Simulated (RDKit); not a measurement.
# CH4ClFSSn (SMILES C[S][SnH]([F])[Cl]): UFF

Aim: a structure relaxation of CH4ClFSSn. The job is set up through a Python script.

The calculation is run with RDKit 2026.09.1.

1 further run of the same task is left out (set aside as unsound or not needed).

**1. The molecule**

CH4ClFSSn: 9 atoms, total charge 0, spin state singlet. As SMILES, `C[S][SnH]([F])[Cl]`. Geometry: relaxed at PBE0-D4/def2-TZVP. This is one conformer, not always the lowest. The run starts from this shape.

Bond lengths: C1–S2 1.821 Å, S2–Sn3 2.357 Å, Sn3–F4 1.916 Å, Sn3–Cl5 2.316 Å, C1–H6 1.090 Å, C1–H7 1.088 Å, C1–H8 1.089 Å, Sn3–H9 1.694 Å. Some angles: C1–S2–Sn3 99.1°, S2–Sn3–F4 107.4°, S2–Sn3–Cl5 109.5°, F4–Sn3–Cl5 101.7°, S2–C1–H6 105.6°, S2–C1–H7 111.1°, S2–C1–H8 111.1°, S2–Sn3–H9 117.5°, F4–Sn3–H9 107.9°, Cl5–Sn3–H9 111.5°.

**2. A geometry optimisation at UFF**

The input, mol.xyz:

```xyz
9

C      0.554500    -1.287900    -0.829300
S      1.112200    -0.671400     0.790800
Sn    -0.350500     1.162900     1.013200
F     -2.138600     0.476200     0.979300
Cl    -0.296600     2.433400    -0.922100
H      1.207100    -2.128200    -1.064400
H     -0.475800    -1.635700    -0.782000
H      0.664800    -0.524300    -1.597900
H     -0.188600     2.128700     2.395200
```

The input, run.py:

```python
import json
import numpy as np
from rdkit import Chem
from rdkit.Chem import AllChem
from rdkit.Chem import rdDetermineBonds

molecule = Chem.MolFromXYZFile("mol.xyz")
rdDetermineBonds.DetermineBonds(molecule, charge=0)
print("perceived SMILES:", Chem.MolToSmiles(Chem.RemoveHs(molecule)))
symbols = [a.GetSymbol() for a in molecule.GetAtoms()]
start = molecule.GetConformer().GetPositions().copy()

ff = AllChem.UFFGetMoleculeForceField(molecule)
e0 = ff.CalcEnergy()
print(f"start   E = {e0:.5f} kcal/mol")
path, flag, n = [], 1, 0
while flag and n < 2000:
    flag = ff.Minimize(maxIts=20, forceTol=0.0001)
    n += 20
    path.append((n, ff.CalcEnergy(), molecule.GetConformer().GetPositions().tolist()))
    print(f"{n:5d}   E = {path[-1][1]:.5f} kcal/mol")
print("converged" if flag == 0 else "iteration limit reached")
final = molecule.GetConformer().GetPositions()
for a, p in zip(symbols, final):
    print(f"{a:<2} {p[0]:11.5f} {p[1]:11.5f} {p[2]:11.5f}")
print(f"energy gained {e0 - path[-1][1]:.4f} kcal/mol")
json.dump(dict(symbols=symbols, start=start.tolist(), start_energy=e0, energy=path[-1][1], final=final.tolist(), path=path, success=flag == 0), open("results.json", "w"))
```

On the command line:

```
$ python run.py
```

Q: Predict the results. Wanted: steric energy.

Answer, from the run:

At UFF:

| quantity | value |
| --- | --- |
| steric energy (arbitrary zero) | -0.00073 Eh |

**Reading.** At the final geometry: Bond lengths: C1–S2 1.817 Å, S2–Sn3 2.420 Å, Sn3–F4 1.943 Å, Sn3–Cl5 2.355 Å, C1–H6 1.109 Å, C1–H7 1.110 Å, C1–H8 1.110 Å, Sn3–H9 1.751 Å. Some angles: C1–S2–Sn3 93.5°, S2–Sn3–F4 109.5°, S2–Sn3–Cl5 109.5°, F4–Sn3–Cl5 109.5°, S2–C1–H6 109.1°, S2–C1–H7 110.0°, S2–C1–H8 110.0°, S2–Sn3–H9 109.4°, F4–Sn3–H9 109.5°, Cl5–Sn3–H9 109.5°. The optimisation took 120 steps and changed the energy by -0.200 eV.
